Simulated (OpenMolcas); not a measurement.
**Gd²⁺ among point charges: CASSCF levels and susceptibility**

Aim: the splitting of the states of Gd²⁺ in the field of 6 point charges, its lowest levels with spin-orbit coupling and its magnetic susceptibility.

The numbers are computed with OpenMolcas 26.06 (state-averaged CASSCF, spin-orbit coupling by RASSI with atomic mean-field integrals), except any that are marked as measured or tabulated.

## (1) The atom as given

```
Species                           : Gd²⁺ (gadolinium, Z = 64, 62 electrons)
Basis                             : ANO-RCC-VTZP [8s7p5d3f2g1h], 104 functions
Scalar Hamiltonian                : DKH2, point nucleus
Inactive shells                   : 1s 2s 2p 3s 3p 3d 4s 4p 4d 5s 5p
Active space                      : 8 electrons in 7 orbitals (4f)
Some configurations of this space : 4f⁸
Orbitals                          : optimised for the highest spin of each parity, averaged over all roots
```

The outer shells:

4f8
```
4f [↑↓][↑ ][↑ ][↑ ][↑ ][↑ ][↑ ]
```

The ion sits among 6 point charges of -1.5 e arranged as an octahedron (Oh), 2.78 Å from the ion.

The work runs as a chain of OpenMolcas steps in one folder; each step below is one input file. Labels, J, g values, rates, χT and fits are worked out afterwards by a script from the matrices that RASSI stores. The input lists half of the charges; inversion (Group=XYZ) makes the rest.

## (2) GATEWAY and SEWARD: basis and integrals

a.inp reads:

```
&GATEWAY
Coord
1

Gd 0.0 0.0 0.0
Basis=ANO-RCC-VTZP
Group=XYZ
NoMove
AngMom=0.0 0.0 0.0
AMFI
XField
3 Angstrom 0
2.780000 0.000000 0.000000 -1.500000
0.000000 2.780000 0.000000 -1.500000
0.000000 0.000000 2.780000 -1.500000
&SEWARD
```

Launch:

```sh
$ OMP_NUM_THREADS=1 MOLCAS_MEM=2252 MOLCAS_PROJECT=a pymolcas a.inp > a.log
```

## (3) Reference wave functions, septets of even parity, 7 roots

a.inp reads:

```
&RASSCF
FileOrb=start.orb
Symmetry=1
Spin=7
nActEl=8 0 0
Inactive=15 12
Ras2=0 7
CIRoot=7 7 1
SDav=7
CIMx=300
Iter=120 100
PrWF=0.3
OrbListing=Nothing
MaxOrb=0
>>> COPY $Project.JobIph JOB001
```

start.orb holds the contracted functions of the basis, ordered by shell, or the orbitals of the step before.

## (4) CASSCF: quintets of even parity, 140 roots

a.inp reads:

```
&RASSCF
FileOrb=start.orb
Symmetry=1
Spin=5
nActEl=8 0 0
Inactive=15 12
Ras2=0 7
CIRoot=140 140 1
SDav=140
CIMx=300
Iter=120 100
PrWF=0.3
OrbListing=Nothing
MaxOrb=0
CIOnly
>>> COPY $Project.JobIph JOB002
```

## (5) CASSCF: triplets of even parity, 162 roots

a.inp reads:

```
&RASSCF
FileOrb=start.orb
Symmetry=1
Spin=3
nActEl=8 0 0
Inactive=15 12
Ras2=0 7
CIRoot=162 162 1
SDav=588
CIMx=300
Iter=120 100
PrWF=0.3
OrbListing=Nothing
MaxOrb=0
CIOnly
>>> COPY $Project.JobIph JOB003
```

## (6) RASSI: spin-orbit coupling between the states

a.inp reads:

```
&RASSI
NrOfJobIphs=3 7 77 32
1 2 3 4 5 6 7
1 2 3 4 5 6 7 8 9 10 11 12 13 14 15 16 17 18 19 20 21 22 23 24 25 26 27
28 29 30 31 32 33 34 35 36 37 38 39 40 41 42 43 44 45 46 47 48 49 50 51
52 53 54 55 56 57 58 59 60 61 62 63 64 65 66 67 68 69 70 71 72 73 74 75
76 77
1 2 3 4 5 6 7 8 9 10 11 12 13 14 15 16 17 18 19 20 21 22 23 24 25 26 27
28 29 30 31 32
IphNames
JOB001
JOB002
JOB003
EJob
SpinOrbit
DIPRint=1.0
SOCoupling=1000.0
Subsets=2
Property=9
'ANGMOM' 1 'ANGMOM' 2 'ANGMOM' 3 'MLTPL  1' 1 'MLTPL  1' 2 'MLTPL  1' 3
'AMFI' 1 'AMFI' 2 'AMFI' 3
SOProperty=3
'ANGMOM' 1 'ANGMOM' 2 'ANGMOM' 3
```

**Question.** What will these runs give? Wanted: spin-free ground state; first state of the same spin within the active space; lowest level; next level.

The runs gave:

| quantity | value |
| --- | --- |
| method | CASSCF |
| spin-free ground state | 7A2, 1-fold in its orbital part |
| first state of the same spin within the active space | 7T2 at 312 cm⁻¹ |
| lowest level | 1-fold A1 |
| next level | 26.2 cm⁻¹ |
| χT at 300 K | 11.69 cm³ K/mol |
| effective moment at 300 K | 9.67 μB |

What this shows: The spin-free ground state (7A2) comes to 100 % from free-ion F terms and keeps the highest spin of the shell. The quintets, triplets rest on orbitals optimised for another spin in at least one step, which raises them against the optimised states. Not all states of the active space went into the spin-orbit step. The free ion's ground configuration, as NIST lists it, lies outside this active space, so the lowest level here need not be the ground level. High states of lower spin are left out of the spin-orbit mixing, and CASSCF puts spin-flip levels too high. Point charges carry no covalency, so the field is a model and not that of real ligands.
